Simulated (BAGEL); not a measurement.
# One shape, several levels: triplet B2NH4Cl

Wanted: a comparison of 3 runs (ROHF/6-31G*, UHF/6-31G*, ROHF/def2-SVPD) of triplet B2NH4Cl. 

The calculation is run with BAGEL 1.2.2.

3 further runs of the same task are left out: 2 that didn't finish, 1 set aside as unsound or not needed.

### 1 Starting point

B2NH4Cl: 8 atoms, total charge 0, spin state triplet. As SMILES of the parent species, `NBBCl`. The coordinates come from a GFN2-xTB relaxation. This is one conformer, not always the lowest. That shape belongs to the parent species and isn't relaxed for this state.

Bond lengths: N1–B2 1.383 Å, B2–B3 1.670 Å, B3–Cl4 1.709 Å, N1–H5 1.007 Å, N1–H6 1.007 Å, B2–H7 1.181 Å, B3–H8 1.181 Å. Angles: N1–B2–B3 124.6°, B2–B3–Cl4 122.2°, N1–B2–H7 115.3°, B3–B2–H7 120.1°, B2–N1–H5 123.9°, B2–N1–H6 124.1°, B2–B3–H8 123.8°, Cl4–B3–H8 113.8°, H5–N1–H6 112.0°.

### 2 The energy at ROHF/6-31G(d) (density fitting with qzvpp-jkfit, spherical functions) (run 1)

Input file job.json:

```json
{ "bagel" : [

{
  "title" : "molecule",
  "basis" : "6-31gs.json",
  "df_basis" : "qzvpp-jkfit",
  "angstrom" : true,
  "geometry" : [
    { "atom" : "N", "xyz" : [    0.819700,    0.828480,    0.721530 ] },
    { "atom" : "B", "xyz" : [    0.253870,    0.274990,   -0.412700 ] },
    { "atom" : "B", "xyz" : [   -0.794980,   -1.024820,   -0.411170 ] },
    { "atom" : "Cl", "xyz" : [   -2.484420,   -0.833070,   -0.240220 ] },
    { "atom" : "H", "xyz" : [    1.455950,    1.609070,    0.707580 ] },
    { "atom" : "H", "xyz" : [    0.637320,    0.506870,    1.658540 ] },
    { "atom" : "H", "xyz" : [    0.569610,    0.780820,   -1.431960 ] },
    { "atom" : "H", "xyz" : [   -0.457030,   -2.142340,   -0.591600 ] }
  ]
},
{ "title" : "rohf", "nopen" : 2 },
{ "title" : "print", "file" : "orbitals.molden", "orbitals" : true }

]}
```

The basis set 6-31G* is read from a file made from the Basis Set Exchange's data (not shown).

On the command line:

```bash
BAGEL_NUM_THREADS=1 BAGEL job.json > job.out
```

The program printed:

```text
* using 1 threads per process

  ===============================================================
  ===============================================================

  *** Geometry ***

  { "atom" : "N", "xyz" : [      1.549009,      1.565600,      1.363494 ] },
  { "atom" : "B", "xyz" : [      0.479745,      0.519656,     -0.779890 ] },
  { "atom" : "B", "xyz" : [     -1.502294,     -1.936629,     -0.776999 ] },
  { "atom" : "Cl", "xyz" : [     -4.694873,     -1.574274,     -0.453950 ] },
  { "atom" : "H", "xyz" : [      2.751347,      3.040702,      1.337132 ] },
  { "atom" : "H", "xyz" : [      1.204360,      0.957845,      3.134186 ] },
  { "atom" : "H", "xyz" : [      1.076407,      1.475536,     -2.706012 ] },
  { "atom" : "H", "xyz" : [     -0.863662,     -4.048436,     -1.117962 ] },

  Number of auxiliary basis functions:      427

  Since a DF basis is specified, we compute 2- and 3-index integrals:
    o Being stored without compression. Storage requirement is 0.016 GB

  Number of basis functions:       68
  Number of electrons      :       38

    * METHOD: MOLECULE                             0.16

  *** Open-shell HF ***

  === Nuclear Repulsion ===
   118.4945033351

      * DIIS with orbital gradients will be used.

  === ROHF iteration (6-31gs.json) ===
      0       -565.35221459          0.03944964           0.09
      1       -565.47250760          0.02154167           0.09
      2       -565.50164764          0.01232640           0.09
      3       -565.51481911          0.00224920           0.09
      4       -565.51674864          0.00112629           0.09
      5       -565.51755178          0.00067359           0.09
      6       -565.51794741          0.00032172           0.09
      7       -565.51814867          0.00018157           0.09
      8       -565.51819763          0.00007350           0.09
      9       -565.51822894          0.00002842           0.09
     10       -565.51823839          0.00001484           0.09
     11       -565.51824010          0.00000799           0.09
     12       -565.51823914          0.00000498           0.09
     13       -565.51823921          0.00000281           0.09
     14       -565.51823918          0.00000140           0.09
     15       -565.51823933          0.00000089           0.09
     16       -565.51823936          0.00000046           0.09
     17       -565.51823941          0.00000020           0.09
     18       -565.51823949          0.00000010           0.09
     19       -565.51823949          0.00000005           0.09
     20       -565.51823950          0.00000003           0.08
     21       -565.51823950          0.00000002           0.09
     22       -565.51823950          0.00000001           0.09
     23       -565.51823950          0.00000001           0.09
    * SCF iteration converged.

    * S^2 (ROHF) is 2.0000

    * Permanent dipole moment:
           (   -1.339082,    -0.956281,    -0.603957) a.u.

    * METHOD: ROHF                                 2.19

    * METHOD: PRINT                                0.01

  ===============================================================
```

Wall time 2.5 s (1 thread of Arm Neoverse V2, shared host); peak memory 0.089 GiB.

### 3 The energy at UHF/6-31G(d) (density fitting with qzvpp-jkfit, spherical functions) (run 2)

Input file input.json:

```json
{ "bagel": [

{
  "title": "molecule",
  "basis": "6-31gs.json",
  "df_basis": "qzvpp-jkfit",
  "angstrom": true,
  "geometry": [
    { "atom": "N", "xyz": [       0.819700,       0.828480,       0.721530 ] },
    { "atom": "B", "xyz": [       0.253870,       0.274990,      -0.412700 ] },
    { "atom": "B", "xyz": [      -0.794980,      -1.024820,      -0.411170 ] },
    { "atom": "Cl", "xyz": [      -2.484420,      -0.833070,      -0.240220 ] },
    { "atom": "H", "xyz": [       1.455950,       1.609070,       0.707580 ] },
    { "atom": "H", "xyz": [       0.637320,       0.506870,       1.658540 ] },
    { "atom": "H", "xyz": [       0.569610,       0.780820,      -1.431960 ] },
    { "atom": "H", "xyz": [      -0.457030,      -2.142340,      -0.591600 ] }
  ]
},

{
  "title": "uhf",
  "charge": 0,
  "nopen": 2
},

{
  "title": "print",
  "file": "orbitals.molden",
  "orbitals": true
}

]}
```

The basis set 6-31G* is read from a file made from the Basis Set Exchange's data (not shown).

On the command line:

```bash
BAGEL_NUM_THREADS=1 BAGEL input.json > input.out
```

The program printed:

```text
* using 1 threads per process

  ===============================================================
  ===============================================================

  *** Geometry ***

  { "atom" : "N", "xyz" : [      1.549009,      1.565600,      1.363494 ] },
  { "atom" : "B", "xyz" : [      0.479745,      0.519656,     -0.779890 ] },
  { "atom" : "B", "xyz" : [     -1.502294,     -1.936629,     -0.776999 ] },
  { "atom" : "Cl", "xyz" : [     -4.694873,     -1.574274,     -0.453950 ] },
  { "atom" : "H", "xyz" : [      2.751347,      3.040702,      1.337132 ] },
  { "atom" : "H", "xyz" : [      1.204360,      0.957845,      3.134186 ] },
  { "atom" : "H", "xyz" : [      1.076407,      1.475536,     -2.706012 ] },
  { "atom" : "H", "xyz" : [     -0.863662,     -4.048436,     -1.117962 ] },

  Number of auxiliary basis functions:      427

  Since a DF basis is specified, we compute 2- and 3-index integrals:
    o Being stored without compression. Storage requirement is 0.016 GB

  Number of basis functions:       68
  Number of electrons      :       38

    * METHOD: MOLECULE                             0.16

  *** Open-shell HF ***

  === Nuclear Repulsion ===
   118.4945033351

      * DIIS with orbital gradients will be used.

  === UHF iteration (6-31gs.json) ===
      0       -565.35221459          0.03944964           0.08
      1       -565.47773835          0.02148717           0.09
      2       -565.50724264          0.01225517           0.08
      3       -565.52008952          0.00206703           0.09
      4       -565.52191501          0.00094662           0.09
      5       -565.52246176          0.00056006           0.09
      6       -565.52278820          0.00026596           0.08
      7       -565.52287058          0.00017309           0.09
      8       -565.52291946          0.00009128           0.08
      9       -565.52292899          0.00004417           0.09
     10       -565.52293104          0.00002075           0.09
     11       -565.52293143          0.00001038           0.09
     12       -565.52293153          0.00000594           0.09
     13       -565.52293157          0.00000353           0.09
     14       -565.52293157          0.00000239           0.09
     15       -565.52293158          0.00000168           0.09
     16       -565.52293158          0.00000093           0.09
     17       -565.52293158          0.00000051           0.08
     18       -565.52293158          0.00000031           0.09
     19       -565.52293158          0.00000016           0.08
     20       -565.52293158          0.00000010           0.09
     21       -565.52293158          0.00000007           0.08
     22       -565.52293158          0.00000005           0.09
     23       -565.52293158          0.00000002           0.08
     24       -565.52293158          0.00000001           0.09
     25       -565.52293158          0.00000001           0.08
    * SCF iteration converged.

    * S^2 (UHF) is 2.0140

    * Permanent dipole moment:
           (   -1.308083,    -0.948734,    -0.603307) a.u.

    * METHOD: UHF                                  2.34

    * METHOD: PRINT                                0.01

  ===============================================================
```

It took 2.7 s on 1 thread of Arm Neoverse V2, shared host; peak memory 0.089 GiB.

### 4 The energy at ROHF/def2-SVPD (density fitting with qzvpp-jkfit) (run 3)

Input file job.json:

```json
{ "bagel" : [

{
  "title" : "molecule",
  "basis" : "def2-svpd.json",
  "df_basis" : "qzvpp-jkfit",
  "angstrom" : true,
  "geometry" : [
    { "atom" : "N", "xyz" : [       0.819700,       0.828480,       0.721530 ] },
    { "atom" : "B", "xyz" : [       0.253870,       0.274990,      -0.412700 ] },
    { "atom" : "B", "xyz" : [      -0.794980,      -1.024820,      -0.411170 ] },
    { "atom" : "Cl", "xyz" : [      -2.484420,      -0.833070,      -0.240220 ] },
    { "atom" : "H", "xyz" : [       1.455950,       1.609070,       0.707580 ] },
    { "atom" : "H", "xyz" : [       0.637320,       0.506870,       1.658540 ] },
    { "atom" : "H", "xyz" : [       0.569610,       0.780820,      -1.431960 ] },
    { "atom" : "H", "xyz" : [      -0.457030,      -2.142340,      -0.591600 ] }
  ]
},

{
  "title" : "rohf",
  "nopen" : 2
},

{
  "title" : "print",
  "file" : "orbitals.molden",
  "orbitals" : true
}

]}
```

The basis set def2-SVPD is read from a file made from the Basis Set Exchange's data (not shown).

On the command line:

```bash
BAGEL_NUM_THREADS=1 BAGEL job.json > job.out
```

The program printed:

```text
* using 1 threads per process

  ===============================================================
  ===============================================================

  *** Geometry ***

  { "atom" : "N", "xyz" : [      1.549009,      1.565600,      1.363494 ] },
  { "atom" : "B", "xyz" : [      0.479745,      0.519656,     -0.779890 ] },
  { "atom" : "B", "xyz" : [     -1.502294,     -1.936629,     -0.776999 ] },
  { "atom" : "Cl", "xyz" : [     -4.694873,     -1.574274,     -0.453950 ] },
  { "atom" : "H", "xyz" : [      2.751347,      3.040702,      1.337132 ] },
  { "atom" : "H", "xyz" : [      1.204360,      0.957845,      3.134186 ] },
  { "atom" : "H", "xyz" : [      1.076407,      1.475536,     -2.706012 ] },
  { "atom" : "H", "xyz" : [     -0.863662,     -4.048436,     -1.117962 ] },

  Number of auxiliary basis functions:      427

  Since a DF basis is specified, we compute 2- and 3-index integrals:
    o Being stored without compression. Storage requirement is 0.048 GB

  Number of basis functions:      119
  Number of electrons      :       38

    * METHOD: MOLECULE                             0.21

  *** Open-shell HF ***

  === Nuclear Repulsion ===
   118.4945033351

      * DIIS with orbital gradients will be used.

  === ROHF iteration (def2-svpd.json) ===
      0       -565.15263779          0.02881675           0.18
      1       -565.28690013          0.01719437           0.18
      2       -565.31646432          0.00934353           0.18
      3       -565.32955584          0.00180405           0.18
      4       -565.33140674          0.00087138           0.18
      5       -565.33220226          0.00054202           0.18
      6       -565.33264367          0.00027269           0.18
      7       -565.33288708          0.00015567           0.18
      8       -565.33296272          0.00008685           0.18
      9       -565.33299364          0.00002667           0.18
     10       -565.33301752          0.00001109           0.19
     11       -565.33301927          0.00000598           0.18
     12       -565.33301915          0.00000376           0.19
     13       -565.33301895          0.00000217           0.18
     14       -565.33301909          0.00000107           0.18
     15       -565.33301912          0.00000057           0.18
     16       -565.33301922          0.00000032           0.19
     17       -565.33301924          0.00000017           0.18
     18       -565.33301929          0.00000009           0.18
     19       -565.33301930          0.00000005           0.18
     20       -565.33301932          0.00000003           0.19
     21       -565.33301932          0.00000002           0.18
     22       -565.33301932          0.00000001           0.18
    * SCF iteration converged.

    * S^2 (ROHF) is 2.0000

    * Permanent dipole moment:
           (   -1.232489,    -0.920167,    -0.544870) a.u.

    * METHOD: ROHF                                 4.43

    * METHOD: PRINT                                0.02

  ===============================================================
```

Wall time 5.1 s (1 thread of Arm Neoverse V2, shared host); peak memory 0.14 GiB.

### 5 The series

```csv
run,level,energy (Eh),dipole moment (D),⟨S²⟩,wall time
1,"ROHF/6-31G* (density fitting with qzvpp-jkfit, spherical functions)",-565.518240,4.46,2.000,2.5 s
2,"UHF/6-31G* (density fitting with qzvpp-jkfit, spherical functions)",-565.522932,4.38,2.014,2.7 s
3,ROHF/def2-SVPD (density fitting with qzvpp-jkfit),-565.333019,4.15,2.000,5.1 s
```

### 6 Outcome

| quantity | value |
| --- | --- |
| run 3: total energy | -565.33302 Eh |
| run 3: dipole moment | 4.15 D |
| run 3: ⟨S²⟩ | 2.000 |

**Reading.** The dipole moment (its size) runs from 4.15 D (ROHF/def2-SVPD) to 4.46 D (ROHF/6-31G*). All runs together took 10 s, the longest 5.1 s.
